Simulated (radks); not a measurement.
# Sb³⁺ in [Kr] 4d9 5s2 6s1: an all-electron calculation

The task here is to estimate one member of a computed series from the others.

Program: radks (a radial shooting solver on a logarithmic mesh, Libxc functionals) version 1. Level of theory: scalar-relativistic Kohn-Sham, HCTH/407, spin-unpolarised, spherical densities, finite nucleus. These are calculated values, not measurements, unless marked.

### What is computed

| Property | Result |
| --- | --- |
| element | antimony (Z = 51) |
| charge | +3 |
| electrons | 48 |
| configuration | [Kr] 4d9 5s2 6s1 |
| nuclear rms radius | 4.6802 fm |

Outer shells as boxes (Hund's rule):

Sb³⁺
```
[Kr] core
4d [↑↓][↑↓][↑↓][↑↓][↑ ]
5s [↑↓]
6s [↑ ]
```

Set-up of the first run:

Settings of this run:

```text
Z 51
configuration [Kr] 4d9 5s2 6s1 5p0 5d0 7s0
relativity scalar-relativistic
functional hcth_407
spin unpolarised
nucleus finite rms 4.6802 fm
c 137.035999084
```

Started as:

```
> python run_ks.py task.json out
```

This one command runs every case of the session in turn.

Steps of the session up to this table: Self-consistent calculation.

One of the session's tables, all rows but one given; the rest of the session is left out.

It belongs to the step «Radial structure». Sizes of the orbitals, from the radial functions (bohr):

```
level      <r>  outermost maximum (interpolated)  90 % within  nodes
   1s  0.02844                            0.0184       0.0511      0
   2s   0.1226                             0.104        0.189      1
   2p   0.1071                            0.0830        0.174      0
   3s        ?                                 ?            ?      ?
   3p   0.3283                             0.293        0.493      1
   3d   0.3047                             0.244        0.479      0
   4s   0.7855                             0.721         1.13      3
   4p   0.8425                             0.759         1.23      2
   4d   0.9869                             0.835         1.50      1
   5s    1.917                              1.74         2.75      4
   5p    2.213                              1.97         3.20      3
   5d    3.070                              2.71         4.48      2
   6s    4.057                              3.89         5.69      5
   7s    6.653                              6.83         9.25      6
```

Q: Estimate the row for 3s from the others.

**Answer.** <r>: 0.3303; outermost maximum (interpolated): 0.300; 90 % within: 0.485; nodes: 2. In the column «<r>» it lies between 3p (0.3283) and 4s (0.7855).
